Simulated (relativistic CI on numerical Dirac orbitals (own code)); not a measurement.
# Cd³⁺ (4d9) in crystal fields: levels and magnetism

Aim: the levels, ground state and powder susceptibility of Cd³⁺ in 6 parametric crystal fields.

Method: Dirac-Coulomb-Breit CI, KLI orbitals optimised for each configuration, model QED (radiative potential, 1s self-energy scaled to tabulated hydrogen-like ionisation energies), one configuration in a parametric crystal field. Code: relativistic CI on numerical Dirac orbitals (own code) version 1.

**1. The system**

- ion: Cd³⁺ (Cd IV)
- nuclear charge: 48
- electrons: 45
- open shell: 4d9
- Slater scale: 1
- field 1 (cm⁻¹): Oh, 10Dq = 6000
- field 2 (cm⁻¹): Oh, 10Dq = 10750
- field 3 (cm⁻¹): Oh, 10Dq = 15550
- field 4 (cm⁻¹): Oh, 10Dq = 20350
- field 5 (cm⁻¹): Oh, 10Dq = 25100
- field 6 (cm⁻¹): Oh, 10Dq = 29900

Outer shells as boxes (Hund's rule):

[Kr] 4d9
```
[Kr] core
4d [↑↓][↑↓][↑↓][↑↓][↑ ]
```

**2. Field 1: Oh, 10Dq = 6000**

Settings of the run:

```ini
atom Cd  Z=48  charge=3  electrons=45
nucleus A=114  rms_radius_fm=4.6087
hamiltonian dirac-coulomb  breit=on  qed=on  c_scale=1
orbitals kli  potential=per-configuration
slater_scale 1
correlation none
mixing on
configurations
  [Kr] 4d9
end
crystal_field Oh 10Dq=6000
```

**3. Field 2: Oh, 10Dq = 10750**

Settings: those of step 2 with these lines changed.

```diff
@@ -10,2 +10,2 @@
 end
-crystal_field Oh 10Dq=6000
+crystal_field Oh 10Dq=10750
```

**4. Field 3: Oh, 10Dq = 15550**

Settings: those of step 3 with these lines changed.

```diff
@@ -10,2 +10,2 @@
 end
-crystal_field Oh 10Dq=10750
+crystal_field Oh 10Dq=15550
```

**5. Field 4: Oh, 10Dq = 20350**

Settings: those of step 4 with these lines changed.

```diff
@@ -10,2 +10,2 @@
 end
-crystal_field Oh 10Dq=15550
+crystal_field Oh 10Dq=20350
```

**6. Field 5: Oh, 10Dq = 25100**

Settings: those of step 5 with these lines changed.

```diff
@@ -10,2 +10,2 @@
 end
-crystal_field Oh 10Dq=20350
+crystal_field Oh 10Dq=25100
```

**7. Field 6: Oh, 10Dq = 29900**

Settings: those of step 6 with these lines changed.

```diff
@@ -10,2 +10,2 @@
 end
-crystal_field Oh 10Dq=25100
+crystal_field Oh 10Dq=29900
```

(Steps that only read results are left out.)

Q: Predict the outcome of this session. Wanted: ground spin.

**Answer**, as computed:

| field | ground state | degeneracy | S | J | first gap (cm⁻¹) | stabilisation (cm⁻¹) | χT at 2 K | χT at 300 K |
| --- | --- | --- | --- | --- | --- | --- | --- | --- |
| 1: Oh | G8 | 4 | 0.50 | 2.40 | 4691 | -2291 | 0.825 | 0.874 |
| 2: Oh | G8 | 4 | 0.50 | 2.33 | 9108 | -4808 | 0.677 | 0.704 |
| 3: Oh | G8 | 4 | 0.50 | 2.28 | 13743 | -7523 | 0.594 | 0.614 |
| 4: Oh | G8 | 4 | 0.50 | 2.26 | 18447 | -10307 | 0.545 | 0.560 |
| 5: Oh | G8 | 4 | 0.50 | 2.24 | 23136 | -13096 | 0.514 | 0.526 |
| 6: Oh | G8 | 4 | 0.50 | 2.22 | 27892 | -15932 | 0.492 | 0.502 |

χT is in cm³ K/mol; stabilisation counts from the free ion's lowest level; S and J come from the expectation values of their squares.

| quantity | value |
| --- | --- |
| ground spin (effective S from ⟨S²⟩) | 1: 0.50, 2: 0.50, 3: 0.50, 4: 0.50, 5: 0.50, 6: 0.50 |
| χT at 300 K | 0.50 to 0.87 cm³ K/mol |

**Reading.** All fields leave the ground state at S = 1/2. The field is a set of parameters, without covalency or charge transfer.
